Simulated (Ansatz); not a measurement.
**Cl3H2NTi: up Jacob's ladder to CCSD(T)**

An exercise on one series of results from a longer session: the logs are not shown, and one member is left open.

Computed with Ansatz 0.2.0, Gaussian basis. Level: functionals in def2-TZVPP, the program's frozen cores in correlated methods.

Plan: LDA (SPW92), PBE-D4, revPBE-D4, BLYP-D4, r2SCAN-D4, B97M-V, PBE0-D4, B3LYP-D4, r2SCANh-D4, r2SCAN0-D4, HSE06-D4, BHLYP-D4, CAM-B3LYP-D4, LC-ωPBE, ωB97X-V, ωB97M-V, B2PLYP, PBE-QIDH; CCSD(T)/def2-SVP; CCSD(T)/def2-TZVPP; MP2/def2-QZVPP; extrapolation to the limit; RPA on PBE.

### The geometry

The geometry comes from an earlier relaxation with PBE0-D4 in a triple-zeta def2 set; it is a stationary point, not always the lowest conformer.

SMILES `[NH2][Ti]([Cl])([Cl])[Cl]`, 7 atoms, charge 0, spin multiplicity 1.

Atoms are counted from 1 here; the program's logs count them from 0.

Bond lengths: N1–Ti2 1.838 Å, N1–H6 1.012 Å, N1–H7 1.012 Å, Ti2–Cl3 2.181 Å, Ti2–Cl4 2.192 Å, Ti2–Cl5 2.181 Å. Angles: Ti2–N1–H6 124.2°, Ti2–N1–H7 124.2°, H6–N1–H7 111.5°, N1–Ti2–Cl3 107.1°, N1–Ti2–Cl4 109.3°, N1–Ti2–Cl5 107.2°, Cl3–Ti2–Cl4 109.6°, Cl3–Ti2–Cl5 114.1°, Cl4–Ti2–Cl5 109.4°.

Coordinates:

```
N    -0.6764    0.4796    0.8131
Ti    0.4160   -0.2733   -0.4591
Cl    1.9225   -1.4421    0.5997
Cl   -0.7714   -1.5947   -1.7428
Cl    1.2323    1.3587   -1.6545
H    -1.2002    1.3347    0.6792
H    -0.8617    0.0689    1.7189
```

Set-up of the first run:

Contents of in.yaml:

```yaml
crystal:
  periodic: [false, false, false]
  atoms:
    - {symbol: N, position_ang: [-0.676355, 0.479636, 0.813087]}
    - {symbol: Ti, position_ang: [0.415967, -0.273274, -0.459145]}
    - {symbol: Cl, position_ang: [1.922473, -1.442076, 0.599710]}
    - {symbol: Cl, position_ang: [-0.771411, -1.594656, -1.742837]}
    - {symbol: Cl, position_ang: [1.232314, 1.358702, -1.654518]}
    - {symbol: H, position_ang: [-1.200173, 1.334725, 0.679152]}
    - {symbol: H, position_ang: [-0.861715, 0.068942, 1.718851]}
basis:
  gaussian: {orbitals: def2-TZVPP}
hamiltonian: {xc: lda}
output: {orbitals: {seedname: orbitals}}
```

Among the steps run: LDA; PBE-D4 (GGA); revPBE-D4 (GGA); BLYP-D4 (GGA); r2SCAN-D4 (meta-GGA); B97M-V (meta-GGA); PBE0-D4 (hybrid); B3LYP-D4 (hybrid); r2SCANh-D4 (hybrid); r2SCAN0-D4 (hybrid); HSE06-D4 (hybrid); BHLYP-D4 (hybrid); CAM-B3LYP-D4 (range-separated); LC-ωPBE-D4 (range-separated; the results give it without D4); ωB97X-V (range-separated); ωB97M-V (range-separated); B2PLYP (double hybrid); PBE-QIDH (double hybrid).

One table of the session follows, with a row left open; its other results are not shown here.

It belongs to the step «Orbital energies across the functionals». 

```
  functional  HOMO (eV)  LUMO (eV)  gap (eV)
 LDA (SPW92)      -7.28      -4.30      2.98
      PBE-D4      -7.11      -4.08      3.03
   revPBE-D4      -7.05      -4.01      3.05
     BLYP-D4      -6.96      -3.95      3.01
   r2SCAN-D4      -7.45      -4.05      3.40
      B97M-V      -7.51      -4.03      3.48
     PBE0-D4      -8.50      -3.16      5.34
    B3LYP-D4      -8.23      -3.40      4.84
  r2SCANh-D4      -7.96      -3.68      4.28
  r2SCAN0-D4          ?          ?         ?
    HSE06-D4      -8.09      -3.54      4.55
    BHLYP-D4      -9.74      -2.02      7.72
CAM-B3LYP-D4      -9.87      -2.07      7.79
     LC-ωPBE     -11.29      -1.04     10.25
     ωB97X-V     -10.90      -1.01      9.88
     ωB97M-V     -10.75      -0.97      9.78
```

**Question.** Estimate the row for r2SCAN0-D4.

Worked estimate for «HOMO (eV)». Against the share of exact exchange, r2SCAN-D4 (0, -7.45), r2SCANh-D4 (0.1, -7.96) give a slope of -5.10 per unit share; at 0.25 the line stands at -8.72.

**Answer.** HOMO (eV): -8.72; LUMO (eV): -3.11; gap (eV): 5.61. In «HOMO (eV)» the line misses by 0.00.
